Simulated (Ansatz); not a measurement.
# Alloy of InP and GaP (8 of 32 In sites exchanged), 64 atoms

Wanted: the relaxed alloy cell and its gap (PBEsol and HSE06).

Method: density functional theory in Ansatz 0.2.0, PAW datasets, plane waves.

**1. The starting cell**

64 atoms (24 In, 8 Ga, 32 P); a = 11.536 Å, b = 11.536 Å, c = 11.536 Å, α = 90.00°, β = 90.00°, γ = 90.00°. All atoms were shaken off their sites by about 0.02 Å along each axis.

Steps to follow: (2) PBEsol cell relaxation at the single k point (¼, ¼, ¼), on 1 × NVIDIA H100 80GB HBM3 with 4 threads of AMD EPYC 7R13; (3) HSE06 single point at the single k point (¼, ¼, ¼), on 1 × NVIDIA H100 80GB HBM3 with 4 threads of AMD EPYC 7R13.

**2. Relaxing cell and atoms with PBEsol**

in.yaml reads:

```yaml
crystal:
  lattice:
    - [11.536259, 0.000000, 0.000000]
    - [0.000000, 11.536259, 0.000000]
    - [0.000000, 0.000000, 11.536259]
  atoms:
    - { symbol: In, position: [0.001230, 0.999988, 0.999314] }
    - { symbol: In, position: [0.001401, 0.996760, 0.503583] }
    - { symbol: In, position: [0.997697, 0.498906, 0.995155] }
    - { symbol: In, position: [0.001887, 0.501603, 0.500640] }
    - { symbol: In, position: [0.501558, 0.997641, 0.997356] }
    - { symbol: In, position: [0.498772, 0.999349, 0.500353] }
    - { symbol: In, position: [0.501473, 0.498993, 0.996982] }
    - { symbol: In, position: [0.249061, 0.251754, 0.000097] }
    - { symbol: In, position: [0.249969, 0.248200, 0.500180] }
    - { symbol: In, position: [0.251382, 0.748855, 0.002424] }
    - { symbol: In, position: [0.749608, 0.248697, 0.499823] }
    - { symbol: In, position: [0.748304, 0.750994, 0.499489] }
    - { symbol: In, position: [0.251187, 0.002818, 0.247736] }
    - { symbol: In, position: [0.249545, 0.998928, 0.749647] }
    - { symbol: In, position: [0.252994, 0.497818, 0.250437] }
    - { symbol: In, position: [0.250813, 0.500922, 0.747599] }
    - { symbol: In, position: [0.750991, 0.998630, 0.247678] }
    - { symbol: In, position: [0.748117, 0.999137, 0.751903] }
    - { symbol: In, position: [0.753081, 0.502550, 0.748589] }
    - { symbol: In, position: [0.998047, 0.248376, 0.250153] }
    - { symbol: In, position: [0.996348, 0.251025, 0.749439] }
    - { symbol: In, position: [0.502206, 0.248795, 0.251467] }
    - { symbol: In, position: [0.503044, 0.250437, 0.750791] }
    - { symbol: In, position: [0.500453, 0.750007, 0.252398] }
    - { symbol: Ga, position: [0.500998, 0.502182, 0.499964] }
    - { symbol: Ga, position: [0.251045, 0.752891, 0.501806] }
    - { symbol: Ga, position: [0.749240, 0.246656, 0.002634] }
    - { symbol: Ga, position: [0.754607, 0.751271, 0.999024] }
    - { symbol: Ga, position: [0.748792, 0.499370, 0.250648] }
    - { symbol: Ga, position: [0.002091, 0.748066, 0.250256] }
    - { symbol: Ga, position: [0.001389, 0.750985, 0.753702] }
    - { symbol: Ga, position: [0.499201, 0.751767, 0.747395] }
    - { symbol: P, position: [0.124275, 0.124205, 0.122452] }
    - { symbol: P, position: [0.123970, 0.123861, 0.626678] }
    - { symbol: P, position: [0.123615, 0.624008, 0.124616] }
    - { symbol: P, position: [0.125631, 0.622752, 0.626538] }
    - { symbol: P, position: [0.627778, 0.125992, 0.125024] }
    - { symbol: P, position: [0.623620, 0.127729, 0.624929] }
    - { symbol: P, position: [0.622116, 0.626595, 0.126595] }
    - { symbol: P, position: [0.626307, 0.624745, 0.628323] }
    - { symbol: P, position: [0.374153, 0.375792, 0.126315] }
    - { symbol: P, position: [0.376398, 0.375857, 0.622211] }
    - { symbol: P, position: [0.375626, 0.876070, 0.125760] }
    - { symbol: P, position: [0.374818, 0.877749, 0.623640] }
    - { symbol: P, position: [0.876814, 0.375236, 0.124166] }
    - { symbol: P, position: [0.875139, 0.374650, 0.625319] }
    - { symbol: P, position: [0.873011, 0.876365, 0.126356] }
    - { symbol: P, position: [0.874232, 0.872078, 0.626011] }
    - { symbol: P, position: [0.375556, 0.124634, 0.374239] }
    - { symbol: P, position: [0.374560, 0.125326, 0.874077] }
    - { symbol: P, position: [0.375748, 0.624956, 0.374107] }
    - { symbol: P, position: [0.376373, 0.628140, 0.877085] }
    - { symbol: P, position: [0.873341, 0.125569, 0.374401] }
    - { symbol: P, position: [0.873854, 0.128836, 0.871802] }
    - { symbol: P, position: [0.872075, 0.626389, 0.376258] }
    - { symbol: P, position: [0.874355, 0.629487, 0.873579] }
    - { symbol: P, position: [0.125399, 0.378394, 0.376549] }
    - { symbol: P, position: [0.127580, 0.373678, 0.872434] }
    - { symbol: P, position: [0.124283, 0.876568, 0.375107] }
    - { symbol: P, position: [0.126601, 0.872980, 0.874001] }
    - { symbol: P, position: [0.624093, 0.375694, 0.374308] }
    - { symbol: P, position: [0.624249, 0.374812, 0.877268] }
    - { symbol: P, position: [0.626971, 0.873020, 0.375550] }
    - { symbol: P, position: [0.628807, 0.873588, 0.875236] }
  symmetry: { detect: false }
kpoints:
  mp_grid: { grid: [1, 1, 1], shift: [0.25, 0.25, 0.25] }
hamiltonian:
  xc: pbesol
scf:
  occupations: { method: fermi_dirac, width: 0.01 }
relax:
  f_tol: 0.03
  max_steps: 80
  escape_saddle: false
  adjacent_minimum: "off"
  cell: { fix: [shape] }
output:
  forces: true
  eigenvalues: true
  populations: true
```

Started as:

```
$ ansatz run in.yaml --threads 4 --pin off --max-ram 42750MiB --runs-dir r --events-out ev --progress --plain --backend cuda --devices 0, --max-vram 37GiB
```

After this run come: HSE06 on the final geometry.

Before running it: what results should come out? Wanted: for each run, top filled to lowest empty.

**Answer**, as computed:

```
             level         time  top filled to lowest empty (eV)
PBEsol, relaxation  7.2 s (GPU)                             1.61
             HSE06   46 s (GPU)                             2.53
```

| quantity | value |
| --- | --- |
| relaxation | 5 recorded steps, 2.57 eV gained |
| largest shift | 0.23 Å (P61) |
| relaxed cell | a = 11.535 Å, b = 11.535 Å, c = 11.535 Å, α = 90.00°, β = 90.00°, γ = 90.00° |
| mean bonds | Ga–P 2.390, In–P 2.536 Å |

**What this shows.** The relaxation lowers the energy by 2.57 eV; the largest shift is 0.23 Å (P61), while the volume changes by -0.0 %. The mean lengths of the listed bonds run from Ga–P 2.39 Å to In–P 2.54 Å. At the same k points, PBEsol gives a spacing 0.91 eV smaller than the 2.53 eV of HSE06. With one k point the spacing samples only the states that fold onto it, so it can exceed the gap over the zone.
